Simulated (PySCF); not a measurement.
# Sn(OMe)2: geometry, NMR shifts and electronic excitations

Aim: predict the NMR shifts and electronic excitations of Sn(OMe)2 (`C[O][Sn][O]C`).

Programs: PySCF 2.14.0, with density-fitted response routines of our own. Each step states its level of theory. These are calculated values for one molecule in the gas phase, unless marked as measured. Atoms are numbered from 0 throughout.

## Step 1: Starting geometry

11 atoms, charge 0, multiplicity 1; geometry from: GFN2-xTB.

Bonds of the start (Å): Sn0–O1 2.03, Sn0–O6 2.03, O1–C2 1.40, C2–H3 1.09, C2–H4 1.09, C2–H5 1.09, O6–C7 1.40, C7–H8 1.09, C7–H9 1.09, C7–H10 1.09.

## Step 2: Optimising the geometry at PBE0-D3(BJ)/def2-SVP

The job: settings as JSON, then the geometry in Å.

```
{"job": {"xc": "PBE0", "basis": "def2-SVP", "d3": "d3bj", "grid": 1, "maxiter": 40, "kind": "geom"}, "charge": 0, "multiplicity": 1}
Sn     0.021090     0.628910    -1.497700
O      1.780000     0.192870    -0.585750
C      2.898480    -0.159000     0.188050
H      3.304180    -1.113320    -0.156350
H      2.626070    -0.253840     1.241170
H      3.670310     0.608640     0.089600
O     -1.763060     0.294660    -0.591880
C     -2.903580     0.007490     0.176650
H     -3.620900     0.828090     0.092030
H     -2.638800    -0.123840     1.228030
H     -3.373790    -0.910670    -0.183850
```

**Question.** This job is followed by: GIAO PBE0/pcSseg-1 Sn:def2-TZVP NMR shielding, non-relativistic, gas phase; TDDFT CAM-B3LYP/def2-SVPD, vertical, gas phase, core orbitals frozen in the response; GIAO wB97X-D/pcSseg-1 Sn:def2-TZVP NMR shielding, non-relativistic, gas phase. Predict these results of the whole session: point group; rotational constants (main isotopes); ¹³C shifts against TMS (PBE0/def2-TZVP+pcSseg-1, means over atoms taken as alike); ¹H shifts against TMS (PBE0/def2-TZVP+pcSseg-1, means over atoms taken as alike); ¹⁷O shifts against H2O (PBE0/def2-TZVP+pcSseg-1, means over atoms taken as alike); lowest singlet (CAM-B3LYP/def2-SVPD); brightest single state of those computed; lowest triplet; vertical ionisation energy (ΔSCF); vertical electron affinity (ΔSCF); range of the shift of O1.

The runs gave:

| quantity | value |
| --- | --- |
| point group | Cs |
| rotational constants (main isotopes) | 2.71, 2.61, 1.35 GHz |
| ¹³C shifts against TMS (PBE0/def2-TZVP+pcSseg-1, means over atoms taken as alike) | 60.4 ppm |
| ¹H shifts against TMS (PBE0/def2-TZVP+pcSseg-1, means over atoms taken as alike) | 4.47 ppm |
| ¹⁷O shifts against H2O (PBE0/def2-TZVP+pcSseg-1, means over atoms taken as alike) | 189.3 ppm |
| lowest singlet (CAM-B3LYP/def2-SVPD) | 4.36 eV (284 nm), f = 0.000 |
| brightest single state of those computed | state 10, 7.18 eV, f = 0.189 |
| lowest triplet | 3.70 eV |
| vertical ionisation energy (ΔSCF) | 9.55 eV |
| vertical electron affinity (ΔSCF) | 0.28 eV |
| range of the shift of O1 | 177.2 to 189.3 ppm |

What this shows: The optimisation took 10 steps and gained 0.593 eV; among the close pairs (by a distance rule), Sn0–O6 changed most, from 2.029 to 1.996 Å. At PBE0/def2-TZVP+pcSseg-1: The widest tensor belongs to O1, O6: span 402 ppm, with a paramagnetic part of -251 ppm. The first singlet state (HOMO→LUMO 0.97) lies at 4.36 eV and is dark; of the 10 states computed, the strongest absorption comes from state 10 at 7.18 eV (the last computed, so partners may be missing). The lowest triplet lies 0.66 eV below the lowest singlet (triplets in Tamm-Dancoff, singlets in full TDDFT). Spin-orbit coupling, left out, mixes singlets and triplets in elements this heavy. The orbital energy would give 8.83 eV for ionisation, ΔSCF gives 9.55 eV. Across the 2 runs the shift of O1 (with its like atoms) moves most, between 177.2 (wB97X-D/def2-TZVP+pcSseg-1) and 189.3 ppm (PBE0/def2-TZVP+pcSseg-1). Spin-orbit coupling is left out, which matters for shieldings and couplings at and beside the heavy atoms.
